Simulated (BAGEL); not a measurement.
**PBE0/aug-cc-pVDZ (density fitting with qzvpp-jkfit) run of AlNH2ClF (SMILES [NH2][Al]([F])[Cl])**

Aim: the energy change on altering one bond length of AlNH2ClF at PBE0/aug-cc-pVDZ (density fitting with qzvpp-jkfit), from 2 runs. 

The results are computed with BAGEL 1.2.2.

30 further runs of the same task are left out: 30 set aside as unsound or not needed.

### Step 1. Starting point

The species is AlNH2ClF (6 atoms), meant as a singlet with charge 0. SMILES: `[NH2][Al]([F])[Cl]`. The coordinates come from a PBE0-D4/def2-TZVP relaxation.

Bond lengths: N1–Al2 1.746 Å, Al2–F3 1.641 Å, Al2–Cl4 2.079 Å, N1–H5 1.006 Å, N1–H6 1.006 Å. Angles: N1–Al2–F3 119.8°, N1–Al2–Cl4 121.2°, F3–Al2–Cl4 119.0°, Al2–N1–H5 124.6°, Al2–N1–H6 124.3°, H5–N1–H6 111.1°.

### Step 2. The energy at PBE0/aug-cc-pVDZ (density fitting with qzvpp-jkfit)

Contents of dft.json:

```json
{ "bagel" : [

{
  "title" : "molecule",
  "basis" : "aug-cc-pvdz.json",
  "df_basis" : "qzvpp-jkfit",
  "angstrom" : true,
  "geometry" : [
    { "atom" : "N", "xyz" : [      -0.112300,       0.982600,      -0.025800 ] },
    { "atom" : "Al", "xyz" : [       0.152500,      -0.739100,       0.092300 ] },
    { "atom" : "F", "xyz" : [       1.041800,      -1.345500,       1.331100 ] },
    { "atom" : "Cl", "xyz" : [      -0.641100,      -2.049400,      -1.313600 ] },
    { "atom" : "H", "xyz" : [       0.246300,       1.661500,       0.624800 ] },
    { "atom" : "H", "xyz" : [      -0.645100,       1.426000,      -0.754900 ] }
  ]
},

{ "title" : "ks", "xc_func" : "pbe0" },

{ "title" : "print", "file" : "orbitals.molden", "orbitals" : true }

]}
```

The basis set aug-cc-pVDZ is read from a file made from the Basis Set Exchange's data (not shown).

Run with:

```
BAGEL_NUM_THREADS=1 BAGEL dft.json > dft.out
```

The program printed:

```text
* using 1 threads per process

  ===============================================================
  ===============================================================

  *** Geometry ***

  { "atom" : "N", "xyz" : [     -0.212216,      1.856845,     -0.048755 ] },
  { "atom" : "Al", "xyz" : [      0.288183,     -1.396697,      0.174422 ] },
  { "atom" : "F", "xyz" : [      1.968717,     -2.542627,      2.515414 ] },
  { "atom" : "Cl", "xyz" : [     -1.211503,     -3.872805,     -2.482344 ] },
  { "atom" : "H", "xyz" : [      0.465440,      3.139780,      1.180701 ] },
  { "atom" : "H", "xyz" : [     -1.219062,      2.694749,     -1.426554 ] },

  Number of auxiliary basis functions:      446

  Since a DF basis is specified, we compute 2- and 3-index integrals:
    o Being stored without compression. Storage requirement is 0.050 GB

  Number of basis functions:      118
  Number of electrons      :       48

    * METHOD: MOLECULE                             0.19

  *** Kohn-Sham DFT ***

    * Removing 9896 points whose weight is below 1.00e-10
    * Grid points: 79540

  === Nuclear Repulsion ===
   197.6634665035

       - DIIS with orbital gradients will be used.

  === KS iteration (pbe0 / aug-cc-pvdz.json) ===
      0       -832.30154773          0.07125469           0.36
      1       -779.66731023          0.14932088           0.44
      2       -818.16449697          0.11621714           0.36
      3       -846.17204867          0.10521535           0.39
      4       -854.59970870          0.05134541           0.38
      5       -857.83616595          0.02267748           0.48
      6       -857.84039358          0.02346015           0.38
      7       -858.11302489          0.01187185           0.34
      8       -858.19485116          0.00420851           0.37
      9       -858.21297048          0.00141820           0.35
     10       -858.21454853          0.00032304           0.36
     11       -858.21462284          0.00006844           0.36
     12       -858.21462543          0.00002170           0.35
     13       -858.21462566          0.00000989           0.35
     14       -858.21462574          0.00000370           0.36
     15       -858.21462575          0.00000168           0.38
     16       -858.21462576          0.00000018           0.37
     17       -858.21462576          0.00000003           0.43
     18       -858.21462576          0.00000001           0.49
     19       -858.21462576          0.00000000           0.37
    * SCF iteration converged.

    * Permanent dipole moment:
           (    0.187103,    -0.948106,     0.127222) a.u.

    * METHOD: KS                                   8.11

    * METHOD: PRINT                                0.01

  ===============================================================
```

It took 8.7 s on 1 thread of Intel Xeon 6975P-C (Granite Rapids), shared host; peak memory 0.44 GiB.

### Step 3. The distorted shape at the same level

Contents of job.json:

```json
{ "bagel": [

{
  "title": "molecule",
  "basis": "aug-cc-pvdz.json",
  "df_basis": "qzvpp-jkfit",
  "angstrom": true,
  "geometry": [
    { "atom": "N", "xyz": [   -0.291616,    0.643119,   -0.351130 ] },
    { "atom": "Al", "xyz": [   -0.026816,   -1.078581,   -0.233030 ] },
    { "atom": "F", "xyz": [    0.862484,   -1.684981,    1.005770 ] },
    { "atom": "Cl", "xyz": [   -0.820416,   -2.388881,   -1.638930 ] },
    { "atom": "H", "xyz": [    0.246300,    1.661500,    0.624800 ] },
    { "atom": "H", "xyz": [   -0.824416,    1.086519,   -1.080230 ] }
  ]
},
{ "title": "ks", "xc_func": "pbe0" },
{ "title": "print", "file": "orbitals.molden", "orbitals": true }

]}
```

The basis set aug-cc-pVDZ is read from a file made from the Basis Set Exchange's data (not shown).

Run with:

```
BAGEL_NUM_THREADS=1 BAGEL job.json > job.out
```

The program printed:

```text
* using 1 threads per process

  ===============================================================
  ===============================================================

  *** Geometry ***

  { "atom" : "N", "xyz" : [     -0.551074,      1.215319,     -0.663540 ] },
  { "atom" : "Al", "xyz" : [     -0.050675,     -2.038223,     -0.440363 ] },
  { "atom" : "F", "xyz" : [      1.629859,     -3.184153,      1.900630 ] },
  { "atom" : "Cl", "xyz" : [     -1.550362,     -4.514331,     -3.097129 ] },
  { "atom" : "H", "xyz" : [      0.465440,      3.139780,      1.180701 ] },
  { "atom" : "H", "xyz" : [     -1.557920,      2.053223,     -2.041339 ] },

  Number of auxiliary basis functions:      446

  Since a DF basis is specified, we compute 2- and 3-index integrals:
    o Being stored without compression. Storage requirement is 0.050 GB

  Number of basis functions:      118
  Number of electrons      :       48

    * METHOD: MOLECULE                             0.18

  *** Kohn-Sham DFT ***

    * Removing 9361 points whose weight is below 1.00e-10
    * Grid points: 80075

  === Nuclear Repulsion ===
   195.6451057054

       - DIIS with orbital gradients will be used.

  === KS iteration (pbe0 / aug-cc-pvdz.json) ===
      0       -832.84688475          0.07069771           0.37
      1       -783.27522316          0.13657413           0.44
      2       -819.16479741          0.11645730           0.35
      3       -853.36688798          0.07492800           0.35
      4       -857.08928701          0.03320862           0.37
      5       -857.55086229          0.02821607           0.38
      6       -858.05444016          0.01000619           0.42
      7       -858.12349856          0.00198871           0.34
      8       -858.12529722          0.00135025           0.35
      9       -858.12655886          0.00024168           0.34
     10       -858.12660073          0.00006215           0.35
     11       -858.12660406          0.00003462           0.34
     12       -858.12660519          0.00000827           0.42
     13       -858.12660526          0.00000258           0.45
     14       -858.12660526          0.00000098           0.35
     15       -858.12660526          0.00000029           0.34
     16       -858.12660526          0.00000009           0.34
     17       -858.12660526          0.00000004           0.35
     18       -858.12660526          0.00000001           0.35
    * SCF iteration converged.

    * Permanent dipole moment:
           (    0.150690,    -1.010216,     0.062240) a.u.

    * METHOD: KS                                   7.44

    * METHOD: PRINT                                0.02

  ===============================================================
```

Run time: 8.1 s. Hardware: 1 thread of Intel Xeon 6975P-C (Granite Rapids), shared host; peak memory 0.45 GiB.

### Step 4. Results

Level: PBE0/aug-cc-pVDZ (density fitting with qzvpp-jkfit).

```
                                                         quantity          value
                                        first shape: total energy  -858.21463 Eh
                                       first shape: dipole moment         2.48 D
                                         first shape: HOMO energy       -8.10 eV
                                         first shape: LUMO energy       -1.05 eV
                                       first shape: HOMO–LUMO gap        7.05 eV
                                    distorted shape: total energy  -858.12661 Eh
                                   distorted shape: dipole moment         2.60 D
                                     distorted shape: HOMO energy       -7.92 eV
                                     distorted shape: LUMO energy       -2.08 eV
                                   distorted shape: HOMO–LUMO gap        5.84 eV
energy change with the N1–H5 bond stretched from 1.006 to 1.510 Å       2.395 eV
```

With the N1–H5 bond stretched from 1.006 to 1.510 Å the energy rises by 2.40 eV (55 kcal/mol). The first shape isn't relaxed at this level, so the change isn't measured from a minimum.
